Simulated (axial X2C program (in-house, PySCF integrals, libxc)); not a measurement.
**GaN⁺: EOM-IP-CCSD levels**

Aim: EOM-IP-CCSD levels of GaN⁺, with spin–orbit coupling in the Hamiltonian from the start.

Method: two-component X2C with atomic mean-field terms, Ga dyall-cv3z, N dyall-av3z; program: an in-house X2C program for linear molecules on PySCF integrals.

All values are calculated.

### Step 1. The job

task.json reads:

```json
{
 "zs": [
  31,
  7
 ],
 "q": 1,
 "bas": [
  "dyall-cv3z",
  "dyall-av3z"
 ],
 "r0": 1.77,
 "eom": "ip",
 "rq": 0,
 "thr": -2.0,
 "nmax": 95,
 "grid": [
  1,
  0.96,
  1.045,
  0.92,
  1.09,
  1.15
 ]
}
```

Keys: zs atomic numbers; q charge; bas basis sets; r0 starting distance in Å; eom kind of EOM run; thr threshold in hartree for freezing inner shells (an s shell follows its p shell); nmax most natural virtual spinors; grid distances as factors.

On the command line:

```console
python soeom.py task.json out
```

Further steps of the session: EOM-IP-CCSD at 1.843 Å.

What does the calculation give? Wanted: next root led by one particle; T1 of the reference.

**Answer**, as computed:

```
                     quantity                             value
       lowest root at 1.843 Å                 Ω = 1/2, 8.901 eV
next root led by one particle  Ω = 1/2, about 20430 cm⁻¹ higher
          T1 of the reference                             0.014
```

Removing an electron from the reference determinant of GaN costs 8.90 eV and empties a spinor of 37% N pσ, 27% Ga sσ, 26% Ga pσ. The closed-shell reference lies 1.49 eV above the lowest determinant found, so these energies count from an excited configuration. Errors of 0.1 to 0.3 eV are usual at this size, and roots led by higher excitations are left out, so the list is incomplete, and low states of that kind can be missing. T1 or the largest double amplitude of the reference is raised, which lowers the reliability.
